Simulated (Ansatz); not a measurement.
**C₄H₆F₄: small, medium and large basis sets**

Aim: see how fast density functionals converge with the basis set for C₄H₆F₄.

The runs use Ansatz 0.2.0, Gaussian basis; one geometry, several basis sets.

Plan: PBE0-D4/def2-SVP; ωB97M-V/def2-SVP; PBE0-D4/def2-QZVPP; ωB97M-V/def2-QZVPP; the functionals' def2-TZVPP values are taken from earlier runs.

**1. Structure used throughout**

All runs share one geometry, relaxed beforehand with PBE0-D4 in a triple-zeta def2 set.

14 atoms, charge 0, spin multiplicity 1.

Atoms are counted from 1 here; the program's logs count them from 0.

Bond lengths: F1–C2 1.383 Å, C2–C3 1.517 Å, C2–H9 1.093 Å, C2–H10 1.091 Å, C3–C4 1.515 Å, C3–C6 1.513 Å, C3–H11 1.095 Å, C4–F5 1.383 Å, C4–H12 1.094 Å, C4–H13 1.091 Å, C6–F7 1.362 Å, C6–F8 1.358 Å, C6–H14 1.093 Å. Angles: F1–C2–C3 109.1°, F1–C2–H9 107.9°, F1–C2–H10 108.2°, C3–C2–H9 111.6°, C3–C2–H10 110.8°, H9–C2–H10 109.1°, C2–C3–C4 111.1°, C2–C3–C6 111.2°, C2–C3–H11 108.3°, C4–C3–C6 110.9°, C4–C3–H11 108.4°, C6–C3–H11 106.7°, C3–C4–F5 109.7°, C3–C4–H12 111.1°, C3–C4–H13 110.3°, F5–C4–H12 107.9°, F5–C4–H13 108.3°, H12–C4–H13 109.4° and more.

**2. PBE0-D4 in def2-SVP**

File in.yaml:

```yaml
crystal:
  periodic: [false, false, false]
  atoms:
    - {symbol: F, position_ang: [0.662761, -1.856347, -1.407327]}
    - {symbol: C, position_ang: [-0.354883, -1.052576, -0.927599]}
    - {symbol: C, position_ang: [0.160721, -0.249174, 0.252010]}
    - {symbol: C, position_ang: [1.235178, 0.726570, -0.180979]}
    - {symbol: F, position_ang: [1.796702, 1.327342, 0.931387]}
    - {symbol: C, position_ang: [-0.966498, 0.468748, 0.961112]}
    - {symbol: F, position_ang: [-1.647201, 1.261518, 0.087011]}
    - {symbol: F, position_ang: [-1.855393, -0.428504, 1.460154]}
    - {symbol: H, position_ang: [-0.683500, -0.403443, -1.743598]}
    - {symbol: H, position_ang: [-1.183895, -1.695268, -0.626004]}
    - {symbol: H, position_ang: [0.596724, -0.944563, 0.976968]}
    - {symbol: H, position_ang: [0.818568, 1.514896, -0.815172]}
    - {symbol: H, position_ang: [2.025455, 0.204031, -0.722996]}
    - {symbol: H, position_ang: [-0.617638, 1.097671, 1.783734]}
basis:
  gaussian: {orbitals: def2-SVP}
hamiltonian: {xc: pbe0, dispersion: d4}
output: {orbitals: {seedname: orbitals}}
```

Started as:

```console
ansatz run in.yaml --threads 2 --pin off --events-out ev --progress --plain --max-ram 32768MiB --backend cpu
```

Further steps of the session: ωB97M-V in def2-SVP; PBE0-D4 in def2-QZVPP; ωB97M-V in def2-QZVPP.

**Question.** What will the summary of the whole plan be? Wanted: PBE0-D4: double and triple zeta above quadruple; ωB97M-V: double and triple zeta above quadruple.

**Answer**, as computed:

| quantity | value |
| --- | --- |
| PBE0-D4: double and triple zeta above quadruple | 18.73, 0.78 eV |
| ωB97M-V: double and triple zeta above quadruple | 19.20, 0.74 eV |

For PBE0-D4 the step from double to triple zeta gains 17.95 eV and the next only 0.78 eV. Total energies overstate the basis error of differences, where much of it tends to cancel. The LUMO of ωB97M-V is positive and keeps falling with the basis (3.79 to 2.00 eV): an unbound level that the basis holds in place.
